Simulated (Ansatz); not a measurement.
# BMe2(hfac) (C7H7BF6O2): a spread of methods and bases

Aim: run BMe2(hfac) (C7H7BF6O2) under a spread of inputs, and see what each costs and gives.

The runs use Ansatz 0.2.0, Gaussian basis; the settings change from run to run.

**1. The molecule**

An earlier r2SCAN-D4/def2-SVP relaxation fixed the geometry.

23 atoms, charge 0, spin multiplicity 1.

Atoms are counted from 1 here; the program's logs count them from 0.

Bond lengths: B1–C2 1.587 Å, B1–C6 1.587 Å, B1–O10 1.584 Å, B1–O22 1.594 Å, C2–H3 1.104 Å, C2–H4 1.103 Å, C2–H5 1.103 Å, C6–H7 1.104 Å, C6–H8 1.103 Å, C6–H9 1.103 Å, O10–C11 1.267 Å, C11–C12 1.529 Å, C11–C16 1.394 Å, C12–F13 1.333 Å, C12–F14 1.335 Å, C12–F15 1.338 Å, C16–C17 1.400 Å, C16–H23 1.088 Å and more. Angles: C2–B1–C6 120.7°, C2–B1–O10 107.8°, C2–B1–O22 107.4°, C6–B1–O10 107.8°, C6–B1–O22 107.4°, O10–B1–O22 104.7°, B1–C2–H3 112.8°, B1–C2–H4 110.7°, B1–C2–H5 110.9°, H3–C2–H4 107.4°, H3–C2–H5 107.6°, H4–C2–H5 107.2°, B1–C6–H7 112.8°, B1–C6–H8 110.9°, B1–C6–H9 110.6°, H7–C6–H8 107.6°, H7–C6–H9 107.4°, H8–C6–H9 107.2° and more.

Geometry (Å):

```mol
C7H7BF6O2
  3D, bonds by distance, orders not assigned

 23 23  0  0  0  0  0  0  0  0999 V2000
    1.0025   -0.0299    0.8932 B   0  0
    0.6696    0.0267    2.4442 C   0  0
   -0.4129    0.0942    2.6480 H   0  0
    1.1496    0.9014    2.9136 H   0  0
    1.0501   -0.8700    2.9610 H   0  0
    2.5049   -0.1312    0.3909 C   0  0
    2.5872   -0.1680   -0.7090 H   0  0
    2.9937   -1.0347    0.7915 H   0  0
    3.0901    0.7367    0.7373 H   0  0
    0.3470    1.2405    0.2097 O   0  0
   -0.6015    1.1950   -0.6296 C   0  0
   -1.0540    2.5699   -1.1210 C   0  0
   -0.0226    3.2326   -1.6449 F   0  0
   -1.5407    3.2783   -0.0996 F   0  0
   -2.0080    2.4619   -2.0535 F   0  0
   -1.2138    0.0282   -1.0854 C   0  0
   -0.7248   -1.1734   -0.5596 C   0  0
   -1.3489   -2.4934   -1.0234 C   0  0
   -0.8022   -3.5364   -0.4183 F   0  0
   -1.1869   -2.6241   -2.3475 F   0  0
   -2.6647   -2.4826   -0.7690 F   0  0
    0.2115   -1.2710    0.2816 O   0  0
   -2.0253    0.0494   -1.8100 H   0  0
  1  2  8  0
  1  6  8  0
  1 10  8  0
  1 22  8  0
  2  3  8  0
  2  4  8  0
  2  5  8  0
  6  7  8  0
  6  8  8  0
  6  9  8  0
 10 11  8  0
 11 12  8  0
 11 16  8  0
 12 13  8  0
 12 14  8  0
 12 15  8  0
 16 17  8  0
 16 23  8  0
 17 18  8  0
 17 22  8  0
 18 19  8  0
 18 20  8  0
 18 21  8  0
M  END
```

**2. SVWN5/def2-TZVP**

This run has density fitting with def2-universal-jkfit.

Contents of in.yaml:

```yaml
crystal:
  periodic: [false, false, false]
  atoms:
    - {symbol: B, position_ang: [1.002485, -0.029898, 0.893158]}
    - {symbol: C, position_ang: [0.669642, 0.026667, 2.444242]}
    - {symbol: H, position_ang: [-0.412898, 0.094201, 2.647960]}
    - {symbol: H, position_ang: [1.149623, 0.901405, 2.913583]}
    - {symbol: H, position_ang: [1.050062, -0.870010, 2.960980]}
    - {symbol: C, position_ang: [2.504890, -0.131211, 0.390866]}
    - {symbol: H, position_ang: [2.587240, -0.168004, -0.709047]}
    - {symbol: H, position_ang: [2.993698, -1.034698, 0.791484]}
    - {symbol: H, position_ang: [3.090099, 0.736733, 0.737340]}
    - {symbol: O, position_ang: [0.347041, 1.240503, 0.209705]}
    - {symbol: C, position_ang: [-0.601529, 1.194962, -0.629578]}
    - {symbol: C, position_ang: [-1.054015, 2.569900, -1.121038]}
    - {symbol: F, position_ang: [-0.022626, 3.232568, -1.644867]}
    - {symbol: F, position_ang: [-1.540674, 3.278339, -0.099600]}
    - {symbol: F, position_ang: [-2.007987, 2.461891, -2.053500]}
    - {symbol: C, position_ang: [-1.213837, 0.028230, -1.085402]}
    - {symbol: C, position_ang: [-0.724848, -1.173435, -0.559641]}
    - {symbol: C, position_ang: [-1.348859, -2.493380, -1.023375]}
    - {symbol: F, position_ang: [-0.802199, -3.536387, -0.418288]}
    - {symbol: F, position_ang: [-1.186852, -2.624094, -2.347523]}
    - {symbol: F, position_ang: [-2.664737, -2.482612, -0.768961]}
    - {symbol: O, position_ang: [0.211514, -1.271035, 0.281555]}
    - {symbol: H, position_ang: [-2.025252, 0.049353, -1.810033]}
basis:
  gaussian: {orbitals: def2-TZVP, fitting: {mean_field: def2-universal-jkfit}}
hamiltonian: {xc: {name: SVWN5}}
output: {forces: true}
```

Launch:

```
$ ansatz run in.yaml --threads 2 --pin off --events-out ev --progress --plain --max-ram 22528MiB --backend cuda --devices 0, --max-vram 18GiB
```

Standard output, shortened:

```text
Functional definition: SVWN5
  name "SVWN5"
  cite "Dirac, Proc. Camb. Phil. Soc. 26, 376 (1930) doi:10.1017/S0305004100016108"
  cite "Slater, Phys. Rev. 81, 385 (1951) doi:10.1103/PhysRev.81.385"
  cite "Vosko, Wilk & Nusair, Can. J. Phys. 58, 1200 (1980) doi:10.1139/p80-159"
[...]
1342 factors; integrals over basis functions are off by at most 1.6e0 eV
[...]
mean field -28253.46783890 eV, -1038.2957921913 hartree, gradient 5.6e-5 eV, S^2 0.000000; 0 other end points of the search recorded, 0 dependent functions left out
[...]
reference -28253.46788473 eV, -1038.2957938756 hartree; 62, 62 occupied and 476, 476 virtual orbitals, 1342 factors
Total energy: -28253.46788473 eV, -1038.2957938756 hartree
Atom 0 at     1.002485    -0.029898     0.893158 Å, force    -0.207205     0.008295    -0.185620 eV/Å
Atom 1 at     0.669642     0.026667     2.444242 Å, force     0.061117    -0.015895    -0.404437 eV/Å
Atom 2 at    -0.412898     0.094201     2.647960 Å, force    -0.002477     0.000118    -0.008252 eV/Å
Atom 3 at     1.149623     0.901405     2.913583 Å, force     0.010640    -0.001756    -0.008412 eV/Å
Atom 4 at     1.050062    -0.870010     2.960980 Å, force     0.010693     0.001185    -0.008981 eV/Å
Atom 5 at     2.504890    -0.131211     0.390866 Å, force    -0.394569     0.023365     0.105372 eV/Å
Atom 6 at     2.587240    -0.168004    -0.709047 Å, force    -0.008302     0.000787    -0.001378 eV/Å
Atom 7 at     2.993698    -1.034698     0.791484 Å, force    -0.007808     0.002819     0.011372 eV/Å
Atom 8 at     3.090099     0.736733     0.737340 Å, force    -0.007091    -0.000227     0.011852 eV/Å
Atom 9 at     0.347041     1.240503     0.209705 Å, force    -0.063503    -0.252214    -0.036058 eV/Å
Atom 10 at    -0.601529     1.194962    -0.629578 Å, force    -0.003590    -0.314843     0.030076 eV/Å
Atom 11 at    -1.054015     2.569900    -1.121038 Å, force     0.023134    -0.110116     0.018837 eV/Å
Atom 12 at    -0.022626     3.232568    -1.644867 Å, force    -0.217947    -0.105335     0.096348 eV/Å
Atom 13 at    -1.540674     3.278339    -0.099600 Å, force     0.088919    -0.111730    -0.212613 eV/Å
Atom 14 at    -2.007987     2.461891    -2.053500 Å, force     0.203859     0.009321     0.204388 eV/Å
Atom 15 at    -1.213837     0.028230    -1.085402 Å, force     0.435859    -0.003519     0.386157 eV/Å
Atom 16 at    -0.724848    -1.173435    -0.559641 Å, force     0.016379     0.316228    -0.013501 eV/Å
Atom 17 at    -1.348859    -2.493380    -1.023375 Å, force     0.057642     0.090421     0.049484 eV/Å
Atom 18 at    -0.802199    -3.536387    -0.418288 Å, force    -0.122754     0.235576    -0.136459 eV/Å
Atom 19 at    -1.186852    -2.624094    -2.347523 Å, force    -0.043734     0.000951     0.238112 eV/Å
Atom 20 at    -2.664737    -2.482612    -0.768961 Å, force     0.235357    -0.022372    -0.060519 eV/Å
Atom 21 at     0.211514    -1.271035     0.281555 Å, force    -0.033878     0.235747    -0.047504 eV/Å
Atom 22 at    -2.025252     0.049353    -1.810033 Å, force    -0.030741     0.013195    -0.028263 eV/Å
Dipole moment:    -0.206138    -0.035496    -0.183132 e Å
```

Wall time 3.3 s (1 × H100 (card shared with other runs) with 2 threads of AMD EPYC 7R13, shared host).

Largest force 0.582 eV/Å, dipole 1.34 D.

**3. RPBE/ANO-RCC-VTZP**

Set apart from the defaults: multiplicity 3, atoms shaken by 0.08 Å, density fitting with def2-universal-jkfit, the search for lower states set to off.

Contents of in.yaml:

```yaml
crystal:
  periodic: [false, false, false]
  atoms:
    - {symbol: B, position_ang: [1.058618, 0.057590, 0.781577]}
    - {symbol: C, position_ang: [0.521908, 0.204284, 2.589325]}
    - {symbol: H, position_ang: [-0.368080, 0.057214, 2.676281]}
    - {symbol: H, position_ang: [1.210007, 1.078310, 2.873527]}
    - {symbol: H, position_ang: [1.052995, -0.898358, 2.846023]}
    - {symbol: C, position_ang: [2.487663, -0.042669, 0.425740]}
    - {symbol: H, position_ang: [2.534650, -0.227038, -0.735111]}
    - {symbol: H, position_ang: [3.040056, -1.010868, 0.701134]}
    - {symbol: H, position_ang: [3.011736, 0.859996, 0.920096]}
    - {symbol: O, position_ang: [0.323457, 1.065866, 0.238133]}
    - {symbol: C, position_ang: [-0.685883, 1.247314, -0.689973]}
    - {symbol: C, position_ang: [-1.045107, 2.716322, -1.009009]}
    - {symbol: F, position_ang: [-0.084275, 3.349961, -1.540007]}
    - {symbol: F, position_ang: [-1.597759, 3.271443, -0.146795]}
    - {symbol: F, position_ang: [-1.917656, 2.521725, -2.073978]}
    - {symbol: C, position_ang: [-1.249788, -0.078450, -1.126940]}
    - {symbol: C, position_ang: [-0.630220, -1.182098, -0.614801]}
    - {symbol: C, position_ang: [-1.377393, -2.395392, -1.015927]}
    - {symbol: F, position_ang: [-0.806284, -3.527684, -0.339052]}
    - {symbol: F, position_ang: [-1.239977, -2.547482, -2.409940]}
    - {symbol: F, position_ang: [-2.666010, -2.583952, -0.856871]}
    - {symbol: O, position_ang: [0.188272, -1.340201, 0.365868]}
    - {symbol: H, position_ang: [-1.892741, -0.057215, -1.706973]}
basis:
  gaussian: {orbitals: ANO-RCC-VTZP, fitting: {mean_field: def2-universal-jkfit}}
magnetization: {spin_polarized: true, initial_magnetization: 2}
hamiltonian: {xc: {name: RPBE}}
scf: {lower_state_search: off}
output: {forces: true}
```

The command is unchanged.

Standard output, shortened:

```text
Functional definition: RPBE
  name "RPBE"
  cite "Hammer, Hansen & Nørskov, Phys. Rev. B 59, 7413 (1999) doi:10.1103/PhysRevB.59.7413"
  cite "Perdew, Burke & Ernzerhof, Phys. Rev. Lett. 77, 3865 (1996) doi:10.1103/PhysRevLett.77.3865"
[...]
1342 factors; integrals over basis functions are off by at most 8.9e-1 eV
[...]
mean field -28469.78638890 eV, -1046.2453522779 hartree, gradient 8.6e-6 eV, S^2 2.006293; 0 other end points of the search recorded, 0 dependent functions left out
[...]
reference -28469.78650185 eV, -1046.2453564285 hartree; 63, 61 occupied and 515, 517 virtual orbitals, 1342 factors
Total energy: -28469.78650185 eV, -1046.2453564285 hartree
Relativity: scalar
Atom 0 at     1.058618     0.057590     0.781577 Å, force    -4.541883    -2.506343     0.923734 eV/Å
Atom 1 at     0.521908     0.204284     2.589325 Å, force    14.136390    -1.581545    -1.387005 eV/Å
[...]
Atom 15 at    -1.249788    -0.078450    -1.126940 Å, force    12.165158     5.282899     9.988374 eV/Å
Atom 16 at    -0.630220    -1.182098    -0.614801 Å, force    -2.379881    -1.097572     0.036631 eV/Å
Atom 17 at    -1.377393    -2.395392    -1.015927 Å, force     1.861624    -3.795833    -0.868662 eV/Å
Atom 18 at    -0.806284    -3.527684    -0.339052 Å, force    -0.247544     0.930468    -1.102849 eV/Å
Atom 19 at    -1.239977    -2.547482    -2.409940 Å, force     0.549657    -0.199865     0.340071 eV/Å
Atom 20 at    -2.666010    -2.583952    -0.856871 Å, force    -1.925408     0.863411     0.921115 eV/Å
Atom 21 at     0.188272    -1.340201     0.365868 Å, force     2.399871     1.246525     1.356359 eV/Å
Atom 22 at    -1.892741    -0.057215    -1.706973 Å, force   -10.915877    -0.217989   -10.025513 eV/Å
Dipole moment:     0.268854     0.546804     0.524223 e Å
Checks for a lower state left out: stability, starts, cluster_reference, orbital_swaps, neighbouring_geometries, increment
```

Run time: 19 s. Hardware: 1 × H100 (card shared with other runs) with 2 threads of AMD EPYC 7R13, shared host; peak host memory 1.5 GiB.

Largest force 16.603 eV/Å, dipole 3.86 D, ⟨S²⟩ 2.006.

**4. SVWN5/6-31G***

This run has charge -1, multiplicity 2, restricted open-shell orbitals, a point charge of 2.00 e beside it.

Contents of in.yaml:

```yaml
crystal:
  periodic: [false, false, false]
  atoms:
    - {symbol: B, position_ang: [1.002485, -0.029898, 0.893158]}
    - {symbol: C, position_ang: [0.669642, 0.026667, 2.444242]}
    - {symbol: H, position_ang: [-0.412898, 0.094201, 2.647960]}
    - {symbol: H, position_ang: [1.149623, 0.901405, 2.913583]}
    - {symbol: H, position_ang: [1.050062, -0.870010, 2.960980]}
    - {symbol: C, position_ang: [2.504890, -0.131211, 0.390866]}
    - {symbol: H, position_ang: [2.587240, -0.168004, -0.709047]}
    - {symbol: H, position_ang: [2.993698, -1.034698, 0.791484]}
    - {symbol: H, position_ang: [3.090099, 0.736733, 0.737340]}
    - {symbol: O, position_ang: [0.347041, 1.240503, 0.209705]}
    - {symbol: C, position_ang: [-0.601529, 1.194962, -0.629578]}
    - {symbol: C, position_ang: [-1.054015, 2.569900, -1.121038]}
    - {symbol: F, position_ang: [-0.022626, 3.232568, -1.644867]}
    - {symbol: F, position_ang: [-1.540674, 3.278339, -0.099600]}
    - {symbol: F, position_ang: [-2.007987, 2.461891, -2.053500]}
    - {symbol: C, position_ang: [-1.213837, 0.028230, -1.085402]}
    - {symbol: C, position_ang: [-0.724848, -1.173435, -0.559641]}
    - {symbol: C, position_ang: [-1.348859, -2.493380, -1.023375]}
    - {symbol: F, position_ang: [-0.802199, -3.536387, -0.418288]}
    - {symbol: F, position_ang: [-1.186852, -2.624094, -2.347523]}
    - {symbol: F, position_ang: [-2.664737, -2.482612, -0.768961]}
    - {symbol: O, position_ang: [0.211514, -1.271035, 0.281555]}
    - {symbol: H, position_ang: [-2.025252, 0.049353, -1.810033]}
basis:
  gaussian: {orbitals: "6-31G*", point_charges: [{charge: 2.00, position_ang: [5.893, -0.866, -0.566]}]}
total_charge: -1
magnetization: {spin_polarized: false, initial_magnetization: 1}
hamiltonian: {xc: {name: SVWN5}}
output: {forces: true}
```

The command is unchanged.

Standard output, shortened:

```text
Functional definition: SVWN5
  name "SVWN5"
  cite "Dirac, Proc. Camb. Phil. Soc. 26, 376 (1930) doi:10.1017/S0305004100016108"
  cite "Slater, Phys. Rev. 81, 385 (1951) doi:10.1103/PhysRev.81.385"
  cite "Vosko, Wilk & Nusair, Can. J. Phys. 58, 1200 (1980) doi:10.1139/p80-159"
[...]
2624 factors; their error is unknown
[...]
mean field -28246.84224929 eV, -1038.0523062640 hartree, gradient 2.8e-5 eV, S^2 0.750000; 1 other end points of the search recorded, 0 dependent functions left out
[...]
reference -28246.84227697 eV, -1038.0523072815 hartree; 63, 62 occupied and 191, 192 virtual orbitals, 2624 factors
Total energy: -28246.84227697 eV, -1038.0523072815 hartree
Atom 0 at     1.002485    -0.029898     0.893158 Å, force    -3.637386     0.079796    -1.577304 eV/Å
Atom 1 at     0.669642     0.026667     2.444242 Å, force     0.636283    -0.018712    -0.167895 eV/Å
[...]
Atom 13 at    -1.540674     3.278339    -0.099600 Å, force    -0.068128     0.705212     0.099587 eV/Å
Atom 14 at    -2.007987     2.461891    -2.053500 Å, force    -0.077011     0.191735    -0.124868 eV/Å
Atom 15 at    -1.213837     0.028230    -1.085402 Å, force     0.701482    -0.070513     0.581616 eV/Å
Atom 16 at    -0.724848    -1.173435    -0.559641 Å, force    -3.146969    -0.279486    -2.845245 eV/Å
Atom 17 at    -1.348859    -2.493380    -1.023375 Å, force     0.635834     2.420238     0.849673 eV/Å
Atom 18 at    -0.802199    -3.536387    -0.418288 Å, force     0.176338    -0.580867     0.123733 eV/Å
Atom 19 at    -1.186852    -2.624094    -2.347523 Å, force    -0.224999    -0.508506    -0.594166 eV/Å
Atom 20 at    -2.664737    -2.482612    -0.768961 Å, force    -0.352217    -0.428667    -0.266142 eV/Å
Atom 21 at     0.211514    -1.271035     0.281555 Å, force     4.079735     0.436018     3.193580 eV/Å
Atom 22 at    -2.025252     0.049353    -1.810033 Å, force    -0.116595     0.024049    -0.063720 eV/Å
Dipole moment:    -1.236690     0.135781    -0.354137 e Å
```

Wall time 3 s (1 × H100 (card shared with other runs) with 2 threads of AMD EPYC 7R13, shared host).

Largest force 5.199 eV/Å.

**5. PBE0/cc-pVTZ-DK**

This run has density fitting with def2-universal-jkfit.

in.yaml, as its differences from that of step 4:

```diff
@@ -27,6 +27,5 @@
 basis:
-  gaussian: {orbitals: "6-31G*", point_charges: [{charge: 2.00, position_ang: [5.893, -0.866, -0.566]}]}
-total_charge: -1
-magnetization: {spin_polarized: false, initial_magnetization: 1}
-hamiltonian: {xc: {name: SVWN5}}
+  gaussian: {orbitals: cc-pVTZ-DK, fitting: {mean_field: def2-universal-jkfit}}
+hamiltonian: {xc: {name: PBE0}}
+scf: {omitted_lower_state_checks: [starts]}
 output: {forces: true}
```

The command is unchanged.

Standard output, shortened:

```text
Functional definition: PBE0
  name "PBE0"
  cite "Adamo & Barone, J. Chem. Phys. 110, 6158 (1999) doi:10.1063/1.478522"
  cite "Perdew, Burke & Ernzerhof, Phys. Rev. Lett. 77, 3865 (1996) doi:10.1103/PhysRevLett.77.3865"
  parent pbe
[...]
1342 factors; integrals over basis functions are off by at most 9.5e-1 eV
[...]
mean field -28447.96237085 eV, -1045.4433344071 hartree, gradient 7.2e-5 eV, S^2 0.000000; 0 other end points of the search recorded, 0 dependent functions left out
[...]
reference -28447.96240389 eV, -1045.4433356215 hartree; 62, 62 occupied and 516, 516 virtual orbitals, 1342 factors
Total energy: -28447.96240389 eV, -1045.4433356215 hartree
Relativity: scalar
Atom 0 at     1.002485    -0.029898     0.893158 Å, force    -0.200134     0.032824    -0.181059 eV/Å
Atom 1 at     0.669642     0.026667     2.444242 Å, force    -0.011735     0.005062     0.221870 eV/Å
[...]
Atom 14 at    -2.007987     2.461891    -2.053500 Å, force     0.236127     0.076059     0.228548 eV/Å
Atom 15 at    -1.213837     0.028230    -1.085402 Å, force     0.076779     0.052712     0.061307 eV/Å
Atom 16 at    -0.724848    -1.173435    -0.559641 Å, force     0.291865     0.459366     0.221288 eV/Å
Atom 17 at    -1.348859    -2.493380    -1.023375 Å, force    -0.086756    -0.128714    -0.067078 eV/Å
Atom 18 at    -0.802199    -3.536387    -0.418288 Å, force    -0.158777     0.215230    -0.166370 eV/Å
Atom 19 at    -1.186852    -2.624094    -2.347523 Å, force    -0.039534    -0.019882     0.296502 eV/Å
Atom 20 at    -2.664737    -2.482612    -0.768961 Å, force     0.290693    -0.051030    -0.057700 eV/Å
Atom 21 at     0.211514    -1.271035     0.281555 Å, force    -0.347054     0.089031    -0.316331 eV/Å
Atom 22 at    -2.025252     0.049353    -1.810033 Å, force     0.309952    -0.012074     0.278058 eV/Å
Dipole moment:    -0.240508    -0.036439    -0.214010 e Å
Checks for a lower state left out: starts
```

It took 5.5 s on 1 × H100 (card shared with other runs) with 2 threads of AMD EPYC 7R13, shared host; peak host memory 1.1 GiB.

Largest force 0.596 eV/Å, dipole 1.56 D.

**6. All runs side by side**

```
            level  charge  multiplicity               geometry  functions  energy (eV)   time
  SVWN5/def2-TZVP       0             1                relaxed        538   -28253.468  3.3 s
RPBE/ANO-RCC-VTZP       0             3                 shaken        578   -28469.787   19 s
     SVWN5/6-31G*      -1             2  relaxed, point charge        254   -28246.842    3 s
  PBE0/cc-pVTZ-DK       0             1                relaxed        578   -28447.962  5.5 s
```

**7. Results**

```
                                         quantity                    value
                                             runs                        4
                                         quickest        SVWN5/6-31G*, 3 s
                                          slowest  RPBE/ANO-RCC-VTZP, 19 s
spread of total energies, same state and geometry                 194.5 eV
                  dipole, same state and geometry           1.34 to 1.56 D
```

**Reading.** RPBE/ANO-RCC-VTZP took 6 times as long as SVWN5/6-31G*. The jobs differ in tasks and options as well as level. Total energies at one charge and spin differ by 194 eV between levels, so only differences within one level mean anything. At the r2SCAN-D4/def2-SVP geometry and in the same state, runs without warnings or point charges leave forces up to 0.60 eV/Å (PBE0/cc-pVTZ-DK).
